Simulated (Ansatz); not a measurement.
# CH3OTe+ (SMILES [CH2+][Te]O): single points off equilibrium

The task here is to estimate one member of a computed series from the others.

Program: Ansatz 0.2.0, Gaussian basis. Level of theory: single points in def2-TZVPP. These are calculated values, not measurements.

Cores are frozen in the correlated methods. Filled d shells of the heavier atoms are correlated. Core potentials replace the inner electrons past krypton, and spin-orbit coupling is left out.

### Starting geometry

SMILES `[CH2+][Te]O`, 6 atoms, charge 1, spin multiplicity 1.

Atoms are counted from 1 here; the program's logs count them from 0.

Bond lengths: C1–Te2 1.827 Å, C1–H4 1.351 Å, C1–H5 1.238 Å, Te2–O3 1.808 Å, O3–H6 0.945 Å. Angles: Te2–C1–H4 132.9°, Te2–C1–H5 141.9°, H4–C1–H5 84.8°, C1–Te2–O3 101.8°, Te2–O3–H6 129.8°.

As a file:

```xyz
6
charge 1, multiplicity 1
C    -0.2833    0.1686   -0.8832
Te    0.9542   -0.8954   -0.0622
O     0.9995   -0.1922    1.6028
H    -0.9077    0.0990   -2.0787
H    -1.0348    1.1291   -0.6728
H     0.3088   -0.1075    2.2429
```

The first run:

run/in.yaml

```yaml
crystal:
  periodic: [false, false, false]
  atoms:
    - {symbol: C, position_ang: [-0.283300, 0.168600, -0.883200]}
    - {symbol: Te, position_ang: [0.954200, -0.895400, -0.062200]}
    - {symbol: O, position_ang: [0.999500, -0.192200, 1.602800]}
    - {symbol: H, position_ang: [-0.907700, 0.099000, -2.078700]}
    - {symbol: H, position_ang: [-1.034800, 1.129100, -0.672800]}
    - {symbol: H, position_ang: [0.308800, -0.107500, 2.242900]}
basis:
  gaussian: {orbitals: def2-TZVPP}
total_charge: 1
correlation: {method: ccsd_t}
output: {forces: true}
```

The command line of these runs was not kept.

Among the steps run: CCSD(T)/def2-TZVPP; PBE0-D4/def2-TZVPP; wB97M-V/def2-TZVPP; r2SCAN-D4/def2-TZVPP; PBE-D4/def2-TZVPP; r2SCAN0-D4/def2-TZVPP; CAM-B3LYP-D4/def2-TZVPP.

One table of the session follows, with a row left open; its other results are not shown here.

| method | RMS force component (eV/Å) | angle to CCSD(T) forces (°) |
| --- | --- | --- |
| CCSD(T) | 3.020 | reference |
| PBE0-D4 | 2.939 | 2.1 |
| wB97M-V | 2.930 | 3.0 |
| r2SCAN-D4 | 2.969 | 1.7 |
| PBE-D4 | 2.975 | 4.8 |
| r2SCAN0-D4 | 2.950 | 3.7 |
| CAM-B3LYP-D4 | ? | ? |

**Question.** Estimate the row for CAM-B3LYP-D4.

The run gave: RMS force component (eV/Å): 2.951; angle to CCSD(T) forces (°): 2.9. In the column «RMS force component (eV/Å)» it lies between r2SCAN0-D4 (2.950) and r2SCAN-D4 (2.969).
